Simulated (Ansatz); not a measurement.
# ClF2H3OSi2: the cost of one run

Program: Ansatz 0.2.0, Gaussian basis. Level of theory: PBE0-D4/def2-TZVP structures, single points in def2-TZVPP, no counterpoise correction. These are calculated values, not measurements.

Levels: SPW92, PBE-D4, BLYP-D4, r2SCAN-D4, B97M-V, PBE0-D4, B3LYP-D4, r2SCAN0-D4, BHLYP-D4, CAM-B3LYP-D4, wB97X-V, wB97M-V, B2PLYP, PBE-QIDH, RPA on PBE, Hartree-Fock, MP2, CCSD, CCSD(T).

Cores are frozen in the correlated methods. B3LYP uses VWN-RPA correlation. B2PLYP carries no dispersion term here.

94 further runs of the same task are left out: 94 set aside as unsound or not needed.

### 1 The system as given

The complex: 11 atoms, charge 0, spin multiplicity 1.

Atoms are counted from 1 here; the program's logs count them from 0.

Bond lengths: Si1–O2 1.610 Å, Si1–F4 1.571 Å, Si1–F5 1.568 Å, Si1–Cl6 2.010 Å, O2–Si3 1.677 Å, Si3–H9 1.478 Å, Si3–H10 1.477 Å, Si3–H11 1.482 Å, H7–F8 0.930 Å. Angles: O2–Si1–F4 110.2°, O2–Si1–F5 107.6°, O2–Si1–Cl6 111.9°, F4–Si1–F5 108.1°, F4–Si1–Cl6 108.9°, F5–Si1–Cl6 110.1°, Si1–O2–Si3 137.3°, O2–Si3–H9 107.9°, O2–Si3–H10 107.1°, O2–Si3–H11 107.9°, H9–Si3–H10 111.6°, H9–Si3–H11 110.9°, H10–Si3–H11 111.2°.

As a file:

```xyz
11
charge 0, multiplicity 1
Si   -0.48705    0.22741    1.53852
O    -0.10823    0.14133   -0.02410
Si    0.44740   -1.02387   -1.09516
F    -1.82051   -0.55500    1.81804
F    -0.72492    1.73805    1.88631
Cl    0.96604   -0.52810    2.70346
H    -0.09695    1.71171   -0.98946
F     0.04204    2.29941   -1.69646
H     1.84667   -0.69455   -1.43794
H    -0.42876   -0.97598   -2.28310
H     0.36407   -2.34053   -0.42011
```

Its parts: ClF₂H₃OSi₂ holds atoms 1, 2, 3, 4, 5, 6, 9, 10, 11; HF holds atoms 7, 8. Each part counts its atoms afresh in its own runs.

### 2 Relaxing ClF₂H₃OSi₂ alone

Input file relax-a/in.yaml:

```yaml
crystal:
  periodic: [false, false, false]
  atoms:
    - {symbol: Si, position_ang: [-0.487049, 0.227414, 1.538519]}
    - {symbol: O, position_ang: [-0.108233, 0.141330, -0.024098]}
    - {symbol: Si, position_ang: [0.447405, -1.023866, -1.095163]}
    - {symbol: F, position_ang: [-1.820511, -0.554995, 1.818043]}
    - {symbol: F, position_ang: [-0.724919, 1.738054, 1.886308]}
    - {symbol: Cl, position_ang: [0.966040, -0.528100, 2.703463]}
    - {symbol: H, position_ang: [1.846669, -0.694549, -1.437940]}
    - {symbol: H, position_ang: [-0.428763, -0.975979, -2.283098]}
    - {symbol: H, position_ang: [0.364067, -2.340532, -0.420113]}
basis:
  gaussian: {orbitals: def2-TZVP}
hamiltonian: {xc: pbe0, dispersion: d4}
relax: {f_tol: 0.005, max_steps: 200}
```

On the command line:

```
ansatz run in.yaml --threads 4 --pin off --events-out ev --progress --plain --max-ram 66560MiB --backend cuda --devices 0, --max-vram 37GiB
```

**Question.** How long does this run take on 1 × a share of an NVIDIA H100 with 4 threads of AMD EPYC 7R13, shared host, and how much memory does it need?

About 35 s, with a peak of 0.88 GiB on the host.
